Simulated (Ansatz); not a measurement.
# C2H4ClF (1-chloro-2-fluoroethane) at revPBE/6-311+G(d,p)

Aim: the electronic atomisation energy of C2H4ClF (1-chloro-2-fluoroethane) at revPBE/6-311+G**, from 5 runs. 

The calculation is run with Ansatz 0.2.0.

37 further runs of the same task are left out: 37 set aside as unsound or not needed.

### Step 1. The system as given

C2H4ClF: 8 atoms, total charge 0, spin state singlet. As SMILES, `FCCCl`. Geometry: relaxed at PBE0-D4/def2-TZVP. This is one conformer, not always the lowest.

Bond lengths: F1–C2 1.375 Å, C2–C3 1.501 Å, C3–Cl4 1.778 Å, C2–H5 1.093 Å, C2–H6 1.096 Å, C3–H7 1.090 Å, C3–H8 1.091 Å. Some angles: F1–C2–C3 110.9°, C2–C3–Cl4 112.2°, F1–C2–H5 108.3°, F1–C2–H6 108.0°, C3–C2–H5 111.2°, C3–C2–H6 109.0°, C2–C3–H7 110.7°, C2–C3–H8 109.7°, Cl4–C3–H7 107.4°, Cl4–C3–H8 107.5°.

### Step 2. A single-point energy at revPBE/6-311+G(d,p)

job.yaml

```yaml
crystal:
  periodic: [false, false, false]
  atoms:
    - {symbol: F, position_ang: [-1.336980, 0.498150, 1.030500]}
    - {symbol: C, position_ang: [-0.143560, 0.671020, 0.368890]}
    - {symbol: C, position_ang: [0.300450, -0.609920, -0.275720]}
    - {symbol: Cl, position_ang: [-0.759330, -1.087620, -1.620890]}
    - {symbol: H, position_ang: [-0.273910, 1.462220, -0.374180]}
    - {symbol: H, position_ang: [0.609620, 0.981160, 1.102570]}
    - {symbol: H, position_ang: [0.296790, -1.425630, 0.446820]}
    - {symbol: H, position_ang: [1.306920, -0.489380, -0.677980]}
basis:
  gaussian:
    orbitals: 6-311+G_st__st_-spherical.json
hamiltonian:
  xc: {name: revPBE}
accuracy: high
output: {orbitals: {seedname: orbitals}}
```

The basis set 6-311+G** is read from a file made from the Basis Set Exchange's data (not shown).

Launch:

```console
$ ansatz run job.yaml --threads 1 --pin off --max-ram 3480MiB --events-out events.jsonl --progress --plain --runs-dir runs
```

Output:

```text
Warning: RAYON_NUM_THREADS=1 ignored (pool sized by the plan → 1); use --threads N
Functional definition: revPBE
  name "revPBE"
  parameter kappa = 1.245
  parameter beta = 0.06672455060314922
  exchange = pbe_x(kappa = kappa, mu = beta*pi^2/3)
  correlation = pbe_c(beta = beta)
2284 factors; integrals over basis functions are off by at most 4.6e-9 eV
mean field evaluation 1: about -17368.9572 eV, gradient 5.7e1 eV
mean field evaluation 2: about -17357.1718 eV, gradient 8.6e1 eV
mean field evaluation 4: about -17376.5964 eV, gradient 4.0e0 eV
mean field evaluation 8: about -17376.6262 eV, gradient 3.8e-1 eV
mean field evaluation 16: about -17376.6265 eV, gradient 9.8e-6 eV
mean field -17376.62650401 eV, -638.5792457220 hartree, gradient 5.7e-8 eV, S^2 0.000000; 0 other end points of the search recorded, 0 dependent functions left out
reference -17376.62651200 eV, -638.5792460155 hartree; 21, 21 occupied and 99, 99 virtual orbitals, 2284 factors
Total energy: -17376.62651200 eV, -638.5792460155 hartree
```

Run time: 9 s. Hardware: 1 thread of Arm Neoverse V1, shared host; peak memory 0.33 GiB.

### Step 3. The C atom

input.yaml

```yaml
crystal:
  periodic: [false, false, false]
  atoms:
    - {symbol: C, position_ang: [0.000000, 0.000000, 0.000000]}
basis:
  gaussian:
    orbitals: 6-311+G_st__st_.json
magnetization:
  spin_polarized: true
  initial_magnetization: 2
hamiltonian:
  xc: {name: revPBE}
accuracy: high
```

The basis set 6-311+G** is read from a file made from the Basis Set Exchange's data (not shown).

Launch:

```console
$ ansatz run input.yaml --threads 1 --pin off --max-ram 3480MiB --events-out events.jsonl --progress --plain --runs-dir runs
```

Output:

```text
Warning: RAYON_NUM_THREADS=1 ignored (pool sized by the plan → 1); use --threads N
[... 6 set-up lines as earlier in the session ...]
169 factors; integrals over basis functions are off by at most 2.6e-9 eV
mean field evaluation 1: about -1029.4759 eV, gradient 6.7e0 eV
mean field evaluation 2: about -1029.6121 eV, gradient 4.9e0 eV
mean field evaluation 4: about -1029.7726 eV, gradient 2.8e-1 eV
mean field evaluation 8: about -1029.7724 eV, gradient 4.3e-4 eV
mean field evaluation 16: about -1029.6596 eV, gradient 4.3e0 eV
mean field evaluation 32: about -1029.7724 eV, gradient 5.4e-5 eV
mean field -1029.77237349 eV, -37.8434367209 hartree, gradient 1.1e-8 eV, S^2 2.002557; 2 other end points of the search recorded, 0 dependent functions left out
reference -1029.77237795 eV, -37.8434368848 hartree; 4, 2 occupied and 18, 20 virtual orbitals, 169 factors
Total energy: -1029.77237795 eV, -37.8434368848 hartree
```

It took 0.61 s on 1 thread of Arm Neoverse V1, shared host.

### Step 4. The Cl atom at the same level

in.yaml

```yaml
crystal:
  periodic: [false, false, false]
  atoms:
    - {symbol: Cl, position_ang: [0.000000, 0.000000, 0.000000]}
basis:
  gaussian: {orbitals: 6-311+G_st__st_-spherical.json}
magnetization: {spin_polarized: true, initial_magnetization: 1}
hamiltonian: {xc: {name: revPBE}}
accuracy: high
```

The basis set 6-311+G** is read from a file made from the Basis Set Exchange's data (not shown).

Run the same way, it converges to -460.06505 Eh (log not shown).

### Step 5. The F atom at the same level

in.yaml

```yaml
crystal:
  periodic: [false, false, false]
  atoms:
    - {symbol: F, position_ang: [0.000000, 0.000000, 0.000000]}
basis:
  gaussian:
    orbitals: 6-311+G_st__st_.json
magnetization:
  spin_polarized: true
  initial_magnetization: 1
hamiltonian:
  xc: {name: revPBE}
accuracy: high
```

The basis set 6-311+G** is read from a file made from the Basis Set Exchange's data (not shown).

Run the same way, it converges to -99.72547 Eh (log not shown).

### Step 6. The H atom at the same level

in.yaml

```yaml
crystal:
  periodic: [false, false, false]
  atoms:
    - {symbol: H, position_ang: [0.000000, 0.000000, 0.000000]}
basis:
  gaussian: {orbitals: 6-311+G_st__st_.json}
magnetization: {spin_polarized: true, initial_magnetization: 1}
hamiltonian: {xc: {name: revPBE}}
accuracy: high
```

The basis set 6-311+G** is read from a file made from the Basis Set Exchange's data (not shown).

Run the same way, it converges to -0.50413 Eh (log not shown).

### Step 7. What came out

At revPBE/6-311+G**:

```
                     quantity          value
       molecule: total energy  -638.57925 Eh
        molecule: HOMO energy       -7.19 eV
        molecule: LUMO energy       -0.62 eV
      molecule: HOMO–LUMO gap        6.57 eV
         C atom: total energy   -37.84344 Eh
                 C atom: ⟨S²⟩          2.003
        Cl atom: total energy  -460.06505 Eh
                Cl atom: ⟨S²⟩          0.752
         F atom: total energy   -99.72547 Eh
                 F atom: ⟨S²⟩          0.751
         H atom: total energy    -0.50413 Eh
                 H atom: ⟨S²⟩          0.750
electronic atomisation energy      29.534 eV
```

**Reading.** Taking the molecule apart into free atoms costs 29.53 eV (681 kcal/mol), before zero-point energy and without spin-orbit coupling.
